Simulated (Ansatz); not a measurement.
From input file to script: FGe2H3, SMILES [F][Ge][GeH3] in Ansatz 0.2.0.

```yaml
crystal:
  periodic: [false, false, false]
  atoms:
    - { symbol: F, position_ang: [2.6845, 0.2379, 0.3444] }
    - { symbol: Ge, position_ang: [1.5041, -0.9113, -0.2633] }
    - { symbol: Ge, position_ang: [-0.6921, 0.0178, -0.0542] }
    - { symbol: H, position_ang: [-0.777, 1.3305, -0.8742] }
    - { symbol: H, position_ang: [-0.9841, 0.3209, 1.4376] }
    - { symbol: H, position_ang: [-1.7354, -0.9957, -0.5903] }
basis:
  gaussian: { orbitals: def2-SVP }
hamiltonian:
  xc: cam_b3lyp
magnetization:
  spin_polarized: true
  initial_magnetization: 2.0
```

On the command line:
```console
$ ansatz run input.yaml --threads 1 --pin off --max-ram 4096MiB --backend cpu --events-out ev --progress --plain --runs-dir out
Engine: ansatz 0.2.0, x86_64-unknown-linux-gnu
Functional definition: CAM-B3LYP
  parameter alpha = 0.19
  parameter beta = 0.46
  parameter omega = 0.33/bohr
  parameter ac = 0.81
  exchange = (1 - alpha - beta)*b88_x + beta*b88_x_sr(omega) + alpha*exact_x + beta*exact_x_lr(omega)
  correlation = (1 - ac)*vwn5_c + ac*lyp_c
912 factors; integrals over basis functions are off by at most 1.3e-3 eV
249 factors; integrals over basis functions are off by at most 5.9e-6 eV
mean field evaluation 1: about -115788.1587 eV, gradient 2.6e1 eV
mean field evaluation 2: about -115784.5554 eV, gradient 4.4e1 eV
mean field evaluation 4: about -115790.3221 eV, gradient 1.4e0 eV
mean field evaluation 8: about -115790.3516 eV, gradient 7.1e-2 eV
mean field evaluation 16: about -115790.3516 eV, gradient 1.6e-4 eV
mean field -115790.35164165 eV, -4255.2169373115 hartree, gradient 1.5e-5 eV, S^2 2.004430; 0 other end points of the search recorded, 0 dependent functions left out
reference -115790.35175663 eV, -4255.2169415369 hartree; 39, 37 occupied and 54, 56 virtual orbitals, 912 factors
Total energy: -115790.35175663 eV, -4255.2169415369 hartree
```

The script, `fge2h3.py`:
```python
"""Electronic structure of the FGe2H3 molecule."""

import logging
import sys

import ansatz as az

logging.basicConfig(stream=sys.stdout, format="[%(levelname)s] %(message)s")
log = logging.getLogger("run")
log.setLevel(logging.INFO)

GEOMETRY = """
F     2.68450    0.23790    0.34440
Ge    1.50410   -0.91130   -0.26330
Ge   -0.69210    0.01780   -0.05420
H    -0.77700    1.33050   -0.87420
H    -0.98410    0.32090    1.43760
H    -1.73540   -0.99570   -0.59030
"""


def main() -> None:
    geometry = az.Crystal.molecule()
    for line in GEOMETRY.strip().splitlines():
        symbol, *xyz = line.split()
        geometry = geometry.atom(symbol, [float(v) for v in xyz])

    calculation = geometry.calculation()
    calculation = calculation.basis(gaussian="def2-SVP").functional("cam_b3lyp")
    calculation = calculation.spin("collinear", total=2)
    try:
        data = calculation.run().report
    except az.AnsatzError as error:
        sys.exit(f"{type(error).__name__}: {error}")

    log.info("reference energy %16.6f eV" % data["reference_energy_ev"])
    log.info("total energy     %16.6f eV" % data["free_energy_ev"])
    print("occupied (up, down):", data["n_occupied"], " virtual:", data["n_virtual"], " frozen:", data["n_frozen"])

    state = data["mean_field"]["state"]
    log.info(f"mean field: {state['energy']['hartree']:.7f} Ha, <S^2> = {abs(state['spin_squared']):.4f}, stability: {state.get('stability', {}).get('kind')}")


if __name__ == "__main__":
    main()
```

```console
$ python fge2h3.py
[INFO] reference energy   -115790.351757 eV
[INFO] total energy       -115790.351757 eV
occupied (up, down): [39, 37]  virtual: [54, 56]  frozen: 0
[INFO] mean field: -4255.2169415 Ha, <S^2> = 2.0044, stability: minimum
```

What to keep in mind:
- Total energies depend on the basis set; only differences at equal settings carry meaning.
- The geometry is a force-field or estimated start, not a minimum of this method, and the basis set is short of its limit.
- The species is open-shell (spin multiplicity 3).
- It ran for 5 s on 1 thread of Intel(R) Xeon(R) 6975P-C (Granite Rapids), with other jobs on the host, peak memory 0.39 GiB.

(Lines on the test bed's own set-up are left out of the output.)
